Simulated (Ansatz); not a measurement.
# RbGdO2 (NaFeO2 type): how the settings move a calculation

Question: which choices in the input matter for RbGdO2 (NaFeO2 type)?

Method: reference: DFT LDA+U, scalar-relativistic, plane waves, PAW, in Ansatz 0.2.0.

2 further runs of the same task are left out: 2 set aside as unsound or not needed. Runs told in other sessions of the task aren't counted.

## 1. The system as given

The structure is trigonal, space group R-3m (No. 166). The conventional cell has a = 3.564 Å, b = 3.564 Å, c = 19.407 Å, α = 90.00°, β = 90.00°, γ = 120.00°. Rb (site symmetry -3m) has 6 O at 2.83 Å in its first shell of neighbours. Gd (site symmetry -3m) has 6 O at 2.43 Å in its first shell of neighbours. O (site symmetry 3m) has 3 Gd at 2.43 Å and 3 Rb at 2.83 Å in its first shell of neighbours.

Structure file:

```
Rb Gd O
1.0
     1.78190    1.02878    6.46896
    -1.78190    1.02878    6.46896
     0.00000   -2.05756    6.46896
Rb Gd O
1 1 2
Direct
  0.50000 0.50000 0.50000
  0.00000 0.00000 0.00000
  0.26670 0.26670 0.26670
  0.73330 0.73330 0.73330
```

## 2. The reference run

Input file input.yaml:

```yaml
crystal:
  lattice:
    - [1.7818954456, 1.0287778152, 6.468960435]
    - [-1.7818954456, 1.0287778152, 6.468960435]
    - [0.0, -2.0575556304, 6.468960435]
  atoms:
    - { symbol: Rb, position: [0.5, 0.5, 0.5] }
    - { symbol: Gd, position: [0.0, 0.0, 0.0], spin: 7.59 }
    - { symbol: O, position: [0.2667, 0.2667, 0.2667] }
    - { symbol: O, position: [0.7333, 0.7333, 0.7333] }
basis:
  ecutwfc: 420
  ecutrho_ratio: 4
kpoints:
  mp_grid: { grid: [8, 8, 8] }
hamiltonian:
  xc: lda
  hubbard: { sites: [{ species: Gd, l: f, u_eff: 6.0 }] }
scf:
  occupations: { method: gaussian, width: 0.05 }
  lower_state_search: "off"
output:
  forces: true
  stress: true
  eigenvalues: true
  populations: true
magnetization:
  spin_polarized: true
relax:
  f_tol: 0.02
  max_steps: 40
  cell: { stress_tol: 0.2, fix: [volume] }
checkpoint:
  read: start.run
  write: ck
  compress: false
  write_wavefunctions: false
  write_every: 100000
```

On the command line:

```bash
$ ansatz run input.yaml --threads 4 --pin off --max-ram 9216MiB --backend cpu --events-out ev --progress --plain --runs-dir out
```

## 3. Changed: basis.precision f64, mixing.algorithm msr1, mixing.beta 0.2, eigensolver.kind davidson, lower_state_search left out

Input file input.yaml:

```yaml
crystal:
  lattice:
    - [1.77223114214, 1.023198126981, 6.539705674032]
    - [-1.77223114214, 1.023198126981, 6.539705674032]
    - [4.554554510049e-34, -2.046396253962, 6.539705674032]
  atoms:
    - { symbol: Rb, position: [0.5, 0.5, 0.5] }
    - { symbol: Gd, position: [-3.575481188788e-19, -3.575481188788e-19, -3.575481188788e-19], spin: 7.0 }
    - { symbol: O, position: [0.2748089128139, 0.2748089128139, 0.2748089128139] }
    - { symbol: O, position: [0.7251910871861, 0.7251910871861, 0.7251910871861] }
basis:
  ecutwfc: 420
  ecutrho_ratio: 4
  precision: f64
kpoints:
  mp_grid: { grid: [8, 8, 8] }
hamiltonian:
  xc: lda
  hubbard: { sites: [{ species: Gd, l: f, u_eff: 6.0 }] }
scf:
  occupations: { method: gaussian, width: 0.05 }
  mixing: { algorithm: msr1, beta: 0.2 }
  eigensolver: { kind: davidson }
output:
  forces: true
  stress: true
magnetization:
  spin_polarized: true
```

## 4. Variant: hubbard.sites [{species: Gd, l: f, u_eff: 3.0}], hubbard.double_counting amf, preconditioner ldos, lower_state_search left out

Input file input.yaml:

```yaml
crystal:
  lattice:
    - [1.77223114214, 1.023198126981, 6.539705674032]
    - [-1.77223114214, 1.023198126981, 6.539705674032]
    - [4.554554510049e-34, -2.046396253962, 6.539705674032]
  atoms:
    - { symbol: Rb, position: [0.5, 0.5, 0.5] }
    - { symbol: Gd, position: [-3.575481188788e-19, -3.575481188788e-19, -3.575481188788e-19], spin: 7.0 }
    - { symbol: O, position: [0.2748089128139, 0.2748089128139, 0.2748089128139] }
    - { symbol: O, position: [0.7251910871861, 0.7251910871861, 0.7251910871861] }
basis:
  ecutwfc: 420
  ecutrho_ratio: 4
kpoints:
  mp_grid: { grid: [8, 8, 8] }
hamiltonian:
  xc: lda
  hubbard: { sites: [{ species: Gd, l: f, u_eff: 3.0 }], double_counting: amf }
scf:
  occupations: { method: gaussian, width: 0.05 }
  mixing: { preconditioner: ldos }
output:
  forces: true
  stress: true
magnetization:
  spin_polarized: true
```

What does the calculation give? Wanted: for each run, ending; energy change; pressure; gap; abs. moment; force.

As calculated:

| run | ending | energy change | pressure (GPa) | gap (eV) | abs. moment (μB) | force (eV/Å) | cycles | time |
| --- | --- | --- | --- | --- | --- | --- | --- | --- |
| reference | converged | 0 | -4.7 | 3.05 | 7.12 | 0.01 | - | 5.8 s |
| 1: basis.precision f64, mixing.algorithm msr1, mixing.beta 0.2, eigensolver.kind davidson, lower_state_search left out | converged | 0.0 meV/atom | -4.7 | 3.05 | 7.12 | 0.01 | 11 | 2.7 s |
| 2: hubbard.sites [{species: Gd, l: f, u_eff: 3.0}], hubbard.double_counting amf, preconditioner ldos, lower_state_search left out | converged | -65.6 meV/atom (Hubbard term changed: no physical gain or loss) | -5.4 | 2.79 | 7.00 | 0.09 | 14 | 2.9 s |

Times don't compare one to one where runs were asked for different outputs or read a saved state (see the inputs); cycles may leave out searches for a lower state.

**Reading.** «basis.precision f64, mixing.algorithm msr1, mixing.beta 0.2, eigensolver.kind davidson, lower_state_search left out» leaves the energy as it was. A changed U is a change of model: its shifts are not errors of convergence. The gap of the reference lacks spin-orbit coupling, though the cell holds Gd.
